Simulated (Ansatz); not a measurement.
# Ag: the cost of one run

Program: Ansatz 0.2.0. Level of theory: DFT LDA, scalar-relativistic. These are calculated values, not measurements.

**1. Starting point**

The structure is cubic, space group Fm-3m (No. 225). Conventional cell: a = 4.086 Å, b = 4.086 Å, c = 4.086 Å, α = 90.00°, β = 90.00°, γ = 90.00°. Ag (site symmetry m-3m) has 12 Ag at 2.89 Å as nearest neighbours.

Structure file:

```
CELL_PARAMETERS angstrom
0.00000 2.04310 2.04310
2.04310 0.00000 2.04310
2.04310 2.04310 0.00000
ATOMIC_POSITIONS crystal
Ag 0.00000 0.00000 0.00000
```

**2. The deformed structure**

Space group Fm-3m before, R-3m after.

**3. Full-potential LAPW**

The input, input.yaml:

```yaml
crystal:
  lattice:
    - [-0.061293, 2.0124535, 2.0124535]
    - [2.0124535, -0.061293, 2.0124535]
    - [2.0124535, 2.0124535, -0.061293]
  atoms:
    - { symbol: Ag, position: [0.0, 0.0, 0.0] }
kpoints:
  mp_grid: { grid: [15, 15, 15] }
  band_path:
    path:
      - [0.0, 0.0, 0.0]
      - [0.5, 0.5, 0.5]
      - [0.2579113083, 0.5, 0.7420886917]
      - [-0.2579113083, 0.2579113083, 0.5]
      - [0.0, 0.0, 0.5]
      - [0.0, 0.0, 0.0]
      - [-0.3789556542, 0.0, 0.3789556542]
      - [0.0, 0.3789556542, 0.6210443458]
      - [0.0, 0.5, 0.5]
    npoints: 5
scf:
  occupations: { method: fermi_dirac, width: 0.05 }
hamiltonian:
  xc: lda
  pseudopotentials: { kind: all_electron, lapw: { basis_error: 0.001 } }
output:
  forces: true
  stress: true
  eigenvalues: true
```

On the command line:

```bash
ansatz run input.yaml --threads 1 --pin off --max-ram 3072MiB --backend cpu --events-out ev --progress --plain --runs-dir out
```

**Question.** How long does this run take on 1 thread of Arm Neoverse V2, shared host, and how much memory does it need?

About 24 s, with a peak of 0.46 GiB.
